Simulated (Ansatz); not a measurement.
# CH₅ClFNSi: a ladder of functionals and wavefunction methods

An exercise on one series of results from a longer session: the logs are not shown, and one member is left open.

The runs use Ansatz 0.2.0, Gaussian basis; functionals in def2-TZVPP, the program's frozen cores in correlated methods.

The runs, in order: LDA (SPW92), PBE-D4, revPBE-D4, BLYP-D4, r2SCAN-D4, B97M-V, PBE0-D4, B3LYP-D4, r2SCANh-D4, r2SCAN0-D4, HSE06-D4, BHLYP-D4, CAM-B3LYP-D4, LC-ωPBE, ωB97X-V, ωB97M-V, B2PLYP, PBE-QIDH; CCSD(T)/def2-SVP; CCSD(T)/def2-TZVPP; MP2/def2-QZVPP; extrapolation to the limit; RPA on PBE.

**The geometry**

All runs share one geometry, relaxed beforehand with PBE0-D4 in a triple-zeta def2 set.

SMILES `FCN[SiH2]Cl`, 10 atoms, charge 0, spin multiplicity 1.

Atoms are counted from 1 here; the program's logs count them from 0.

Bond lengths: F1–C2 1.392 Å, C2–N3 1.409 Å, C2–H6 1.093 Å, C2–H7 1.093 Å, N3–Si4 1.709 Å, N3–H8 1.008 Å, Si4–Cl5 2.064 Å, Si4–H9 1.477 Å, Si4–H10 1.478 Å. Angles: F1–C2–N3 111.7°, F1–C2–H6 106.1°, F1–C2–H7 106.7°, N3–C2–H6 111.9°, N3–C2–H7 110.4°, H6–C2–H7 109.9°, C2–N3–Si4 125.3°, C2–N3–H8 114.8°, Si4–N3–H8 119.9°, N3–Si4–Cl5 113.0°, N3–Si4–H9 108.2°, N3–Si4–H10 109.0°, Cl5–Si4–H9 106.3°, Cl5–Si4–H10 106.2°, H9–Si4–H10 114.2°.

The first run:

The input, in.yaml:

```yaml
crystal:
  periodic: [false, false, false]
  atoms:
    - {symbol: F, position_ang: [0.995699, 0.527227, 2.064025]}
    - {symbol: C, position_ang: [-0.106835, 0.650791, 1.222977]}
    - {symbol: N, position_ang: [-0.229949, -0.456360, 0.360114]}
    - {symbol: Si, position_ang: [0.262106, -0.491990, -1.275903]}
    - {symbol: Cl, position_ang: [-1.243710, 0.039901, -2.582831]}
    - {symbol: H, position_ang: [-0.976228, 0.756167, 1.876923]}
    - {symbol: H, position_ang: [0.037958, 1.568203, 0.646697]}
    - {symbol: H, position_ang: [-0.642462, -1.274875, 0.778769]}
    - {symbol: H, position_ang: [1.339014, 0.503016, -1.456495]}
    - {symbol: H, position_ang: [0.647707, -1.873380, -1.631377]}
basis:
  gaussian: {orbitals: def2-TZVPP}
hamiltonian: {xc: lda}
output: {orbitals: {seedname: orbitals}}
```

Among the steps run: LDA; PBE-D4 (GGA); revPBE-D4 (GGA); BLYP-D4 (GGA); r2SCAN-D4 (meta-GGA); B97M-V (meta-GGA); PBE0-D4 (hybrid); B3LYP-D4 (hybrid); r2SCANh-D4 (hybrid); r2SCAN0-D4 (hybrid); HSE06-D4 (hybrid); BHLYP-D4 (hybrid); CAM-B3LYP-D4 (range-separated); LC-ωPBE (range-separated); ωB97X-V (range-separated); ωB97M-V (range-separated); B2PLYP (double hybrid); PBE-QIDH (double hybrid).

One table of the session follows, with a row left open; its other results are not shown here.

It belongs to the step «Frontier levels by functional». 

```
  functional  HOMO (eV)  LUMO (eV)  gap (eV)
 LDA (SPW92)      -6.99      -0.79      6.20
      PBE-D4      -6.80      -0.54      6.26
   revPBE-D4          ?          ?         ?
     BLYP-D4      -6.67      -0.45      6.22
   r2SCAN-D4      -7.11      -0.09      7.02
      B97M-V      -7.24      -0.37      6.87
     PBE0-D4      -8.22       0.31      8.53
    B3LYP-D4      -7.97       0.06      8.03
  r2SCANh-D4      -7.64       0.19      7.83
  r2SCAN0-D4      -8.44       0.61      9.04
    HSE06-D4      -7.81      -0.06      7.75
    BHLYP-D4      -9.55       1.09     10.64
CAM-B3LYP-D4      -9.63       1.23     10.86
     LC-ωPBE     -11.02       2.45     13.48
     ωB97X-V     -10.65       2.29     12.94
     ωB97M-V     -10.55       1.92     12.47
```

Q: Estimate the row for revPBE-D4 from the others.

**Answer.** HOMO (eV): -6.73; LUMO (eV): -0.44; gap (eV): 6.30. In the column «HOMO (eV)» it lies between PBE-D4 (-6.80) and BLYP-D4 (-6.67).
